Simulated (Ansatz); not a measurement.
**SiGe2 (triplet): the correlation ladder at a displaced geometry (v1), cc-pVDZ**

An exercise on one series of results from a longer session: the logs are not shown, and one member is left open.

The runs use Ansatz 0.2.0, Gaussian basis; cc-pVDZ, core rule «outside noble gas», up to 33 orbitals frozen.

The runs, in order: UHF; CCSD(T) on ROHF; CCSD(T) on UHF; BCCD(T) on ROHF; CISD as a restricted active space (open shells left free, so some higher excitations enter); CCSDT(Q) on ROHF; CCSDT(Q) on UHF.

30 further runs of the same task are left out: 14 that didn't finish, 16 set aside as unsound or not needed. Runs told in other sessions of the task aren't counted.

**The geometry**

The geometry is a PBE0/def2-TZVP stationary point (not a proven minimum) with its atoms shifted at random (size 0.040 Å). No spin-orbit coupling is included. The filled d shell of Ge may be among the frozen orbitals whatever the setting's name suggests.

3 atoms, charge 0, spin multiplicity 3.

Atoms are counted from 1 here; the program's logs count them from 0.

Bond lengths: Ge1–Ge2 2.464 Å, Ge1–Si3 2.345 Å, Ge2–Si3 2.280 Å. Angles: Ge2–Ge1–Si3 56.5°, Ge1–Ge2–Si3 59.1°, Ge1–Si3–Ge2 64.4°.

Geometry (Å):

```xyz
3

Ge   -0.00729    0.32486    1.23999
Ge   -0.00812    0.30871   -1.22437
Si    0.03984   -1.63866   -0.04038
```

The first run:

Input file in.yaml:

```yaml
crystal:
  periodic: [false, false, false]
  atoms:
    - {symbol: Ge, position_ang: [-0.007286, 0.324857, 1.239986]}
    - {symbol: Ge, position_ang: [-0.008119, 0.308714, -1.224373]}
    - {symbol: Si, position_ang: [0.039845, -1.638660, -0.040383]}
basis:
  gaussian: {orbitals: cc-pVDZ}
magnetization: {spin_polarized: true, initial_magnetization: 2}
hamiltonian: {xc: hf}
output: {orbitals: {seedname: orbitals}}
```

Command:

```bash
ansatz run in.yaml --threads 1 --pin off --events-out ev --progress --plain --max-ram 2393MiB
```

Steps of the session up to this table: UHF; CCSD(T) on ROHF; CCSD(T) on UHF; BCCD(T) on ROHF; CISD as a restricted active space (open shells left free, so some higher excitations enter); CCSDT(Q) on ROHF; CCSDT(Q) on UHF.

One of the session's tables, all rows but one given; the rest of the session is left out.

```
   method  from RCCSDT(Q) (meV)
     ROHF               +7657.9
      UHF                     ?
     RMP2               +1226.8
     UMP2               +1281.2
     CISD               +1380.8
    RCCSD                +564.9
    UCCSD                +556.0
 RCCSD(T)                 +87.0
 UCCSD(T)                 +85.0
  BCCD(T)                 +81.6
   RCCSDT                 +52.8
   UCCSDT                 +48.3
RCCSDT(Q)                     0
UCCSDT(Q)                  -6.4
```

Q: Estimate the row for UHF from the others.

The run gave: from RCCSDT(Q) (meV): +7507.7. In the column «from RCCSDT(Q) (meV)» it lies between CISD (+1380.8) and ROHF (+7657.9).

To keep in mind: Restricted and unrestricted rows rest on different reference determinants; a gap between their highest levels can come from leftover correlation error, from unlike frozen cores or from another state.
